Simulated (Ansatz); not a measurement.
# GaNH2F2 (SMILES [NH2][Ga]([F])[F]) at B2PLYP/cc-pVDZ

What is the energy change on altering one bond length of GaNH2F2 at B2PLYP/cc-pVDZ? 

The calculation is run with Ansatz 0.2.0.

62 further runs of the same task are left out: 1 that didn't finish, 61 set aside as unsound or not needed. Runs told in other sessions of the task aren't counted.

**1. The molecule**

The species is GaNH2F2 (6 atoms), meant as a singlet with charge 0. SMILES: `[NH2][Ga]([F])[F]`. The shape is that of a PBE0-D4/def2-TZVP optimisation.

Bond lengths: N1–Ga2 1.790 Å, Ga2–F3 1.739 Å, Ga2–F4 1.739 Å, N1–H5 1.006 Å, N1–H6 1.006 Å. Angles: N1–Ga2–F3 122.4°, N1–Ga2–F4 122.4°, F3–Ga2–F4 115.1°, Ga2–N1–H5 121.0°, Ga2–N1–H6 121.0°, H5–N1–H6 112.8°.

**2. A single-point energy at B2PLYP/cc-pVDZ**

The input, in.yaml:

```yaml
crystal:
  periodic: [false, false, false]
  atoms:
    - {symbol: "N", position_ang: [-0.297500, 0.963700, -0.172700]}
    - {symbol: Ga, position_ang: [0.284200, -0.715300, 0.042000]}
    - {symbol: F, position_ang: [1.685000, -1.101600, 0.997700]}
    - {symbol: F, position_ang: [-0.455300, -2.067700, -0.763400]}
    - {symbol: H, position_ang: [0.025100, 1.704800, 0.425700]}
    - {symbol: H, position_ang: [-1.199500, 1.152100, -0.575400]}
basis:
  gaussian: {orbitals: cc-pVDZ}
hamiltonian: {xc: {name: B2PLYP}}
correlation: {frozen_orbitals: {F: 1, Ga: 9, H: 0, "N": 1}}
output: {orbitals: {seedname: orbitals}}
accuracy: high
```

Launch:

```bash
$ ansatz run in.yaml --threads 1 --pin off --max-ram 3480MiB --events-out events.jsonl --progress --plain --runs-dir runs
```

Log:

```text
Warning: RAYON_NUM_THREADS=1 ignored (pool sized by the plan → 1); use --threads N
Functional definition: B2PLYP
  name "B2PLYP"
  parameter a = 0.53
  parameter c = 0.27
  exchange = (1 - a)*b88_x + a*exact_x
  correlation = (1 - c)*lyp_c + c*(mp2_os + mp2_ss)
1729 factors; integrals over basis functions are off by at most 4.6e-9 eV
mean field evaluation 1: about -59307.9857 eV, gradient 5.9e1 eV
mean field evaluation 2: about -59308.1438 eV, gradient 5.9e1 eV
mean field evaluation 4: about -59314.3117 eV, gradient 1.4e0 eV
mean field evaluation 8: about -59314.3395 eV, gradient 3.1e-1 eV
mean field evaluation 16: about -59314.3397 eV, gradient 4.1e-5 eV
mean field -59314.33966204 eV, -2179.7617778765 hartree, gradient 6.3e-8 eV, S^2 0.000000; 0 other end points of the search recorded, 0 dependent functions left out
12 core orbitals not correlated: weight in the atoms' cores, before any rotation towards them, 1.000 or more for the frozen orbitals, at most 0.000 for the correlated occupied ones
reference -59314.33968616 eV, -2179.7617787628 hartree; 17, 17 occupied and 50, 50 virtual orbitals, 1729 factors
second order -20.92609239 eV of doubles, -0.00000000 eV of singles
Total energy: -59319.98973110 eV, -2179.9694140849 hartree
```

Run time: 11 s. Hardware: 1 thread of Arm Neoverse V1, shared host; peak memory 0.26 GiB.

**3. The distorted shape at the same level**

The input, job.yaml:

```yaml
crystal:
  periodic: [false, false, false]
  atoms:
    - {symbol: N, position_ang: [0.589879, 2.586542, 0.793757]}
    - {symbol: Ga, position_ang: [1.171579, 0.907542, 1.008457]}
    - {symbol: F, position_ang: [2.572379, 0.521242, 1.964157]}
    - {symbol: F, position_ang: [-0.455300, -2.067700, -0.763400]}
    - {symbol: H, position_ang: [0.912479, 3.327642, 1.392157]}
    - {symbol: H, position_ang: [-0.312121, 2.774942, 0.391057]}
basis:
  gaussian:
    orbitals: cc-pVDZ
hamiltonian:
  xc: {name: B2PLYP}
correlation:
  frozen_orbitals: {F: 1, Ga: 9, H: 0, "N": 1}
accuracy: high
output:
  orbitals: {seedname: orbitals}
```

Launch:

```bash
$ ansatz run job.yaml --threads 1 --pin off --max-ram 3480MiB --events-out events.jsonl --progress --plain --runs-dir runs
```

Log, cut to the lines that bear on the results:

```text
Warning: RAYON_NUM_THREADS=1 ignored (pool sized by the plan → 1); use --threads N
[... 2 set-up lines as earlier in the session ...]
[...]
1643 factors; integrals over basis functions are off by at most 6.2e-9 eV
[...]
mean field -59307.84792585 eV, -2179.5232109720 hartree, gradient 5.7e-8 eV, S^2 0.000000; 4 other end points of the search recorded, 0 dependent functions left out; unrestricted orbitals would lower it
12 core orbitals not correlated: weight in the atoms' cores, before any rotation towards them, 1.000 or more for the frozen orbitals, at most 0.000 for the correlated occupied ones
reference -59307.84795064 eV, -2179.5232118827 hartree; 17, 17 occupied and 50, 50 virtual orbitals, 1643 factors
second order -24.42727488 eV of doubles, -0.00000000 eV of singles
Total energy: -59314.44331486 eV, -2179.7655870472 hartree
```

Wall time 15 s (1 thread of Arm Neoverse V1, shared host); peak memory 0.34 GiB.

**4. Summary of results**

At B2PLYP/cc-pVDZ, 12 core orbitals frozen:

| quantity | value |
| --- | --- |
| first shape: total energy | -2179.96941 Eh |
| first shape: HOMO energy (SCF part's orbitals) | -9.46 eV |
| first shape: LUMO energy (SCF part's orbitals) | 0.24 eV |
| first shape: HOMO–LUMO gap (SCF part's orbitals) | 9.70 eV |
| distorted shape: total energy | -2179.76559 Eh |
| distorted shape: HOMO energy (SCF part's orbitals) | -7.58 eV |
| distorted shape: LUMO energy (SCF part's orbitals) | -4.39 eV |
| distorted shape: HOMO–LUMO gap (SCF part's orbitals) | 3.19 eV |
| energy change with the Ga2–F4 bond stretched from 1.739 to 3.826 Å | 5.546 eV |

With the Ga2–F4 bond stretched from 1.739 to 3.826 Å the energy rises by 5.55 eV (535 kJ/mol). The first shape isn't relaxed at this level, so the change isn't measured from a minimum. A restricted reference can't describe the breaking bond well at this length. The restricted solution (distorted shape) is unstable to spin breaking: an unrestricted one lies lower.
